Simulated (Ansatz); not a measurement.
# BaMnBiF: the cost of one run

Computed with Ansatz 0.2.0 (DFT PBE, scalar-relativistic, plane waves, PAW, unless a step's input says otherwise).

Spin polarisation is switched off on purpose; where the compound carries moments, volume, stiffness and gap are then not the real material's.

**1. The starting structure**

It takes space group P4/nmm (No. 129, tetragonal). The conventional cell has a = 4.222 Å, b = 4.222 Å, c = 10.442 Å, α = 90.00°, β = 90.00°, γ = 90.00°. Ba (site symmetry 4mm) has 4 F at 2.64 Å as nearest neighbours. Mn (site symmetry -4m2) has 4 Bi at 2.66 Å and 4 Mn at 2.99 Å as nearest neighbours. Bi (site symmetry 4mm) is surrounded by 4 Mn at 2.66 Å. F (site symmetry -4m2) has 4 Ba at 2.64 Å as nearest neighbours.

As a file:

```xyz
8
Lattice="4.2220 0.0000 0.0000 0.0000 4.2220 0.0000 0.0000 0.0000 10.4417" Properties=species:S:1:pos:R:3 pbc="T T T"
Ba    0.0000    2.1110    6.8089
Ba    2.1110    0.0000    3.6328
Mn    2.1110    2.1110    0.0000
Mn    0.0000    0.0000    0.0000
Bi    0.0000    2.1110    1.6178
Bi    2.1110    0.0000    8.8239
F     2.1110    2.1110    5.2208
F     0.0000    0.0000    5.2208
```

This cell comes from an earlier session at PBE: 23.266 Å³/atom at 0.02 GPa, on a 6×6×4 mesh.

Volume factors to run: 0.980, 1.020, 0.960, 1.040.

**2. Scaling the volume by 0.980**

input.yaml reads:

```yaml
crystal:
  lattice:
    - [4.1936976078, 0.0, 0.0]
    - [0.0, 4.1936976078, 0.0]
    - [0.0, 0.0, 10.3715954707]
  atoms:
    - { symbol: Ba, position: [0.0, 0.5, 0.6520873074] }
    - { symbol: Ba, position: [0.5, 0.0, 0.3479126926] }
    - { symbol: Mn, position: [0.5, 0.5, 0.0] }
    - { symbol: Mn, position: [0.0, 0.0, 0.0] }
    - { symbol: Bi, position: [0.0, 0.5, 0.1549383749] }
    - { symbol: Bi, position: [0.5, 0.0, 0.8450616251] }
    - { symbol: F, position: [0.5, 0.5, 0.5] }
    - { symbol: F, position: [0.0, 0.0, 0.5] }
basis:
  ecutwfc: 420
  ecutrho_ratio: 4
kpoints:
  mp_grid: { grid: [6, 6, 4] }
hamiltonian:
  xc: pbe
scf:
  occupations: { method: gaussian, width: 0.05 }
output:
  forces: true
  stress: true
  eigenvalues: true
relax:
  f_tol: 0.01
  max_steps: 40
  cell: { stress_tol: 0.1, fix: [volume] }
```

Run with:

```bash
ansatz run input.yaml --threads 2 --pin off --max-ram 5120MiB --backend cpu --events-out ev --progress --plain --runs-dir out
```

What time and memory should one allow on 2 threads of Arm Neoverse V1, shared host?

About 60 s, with a peak of 0.65 GiB.
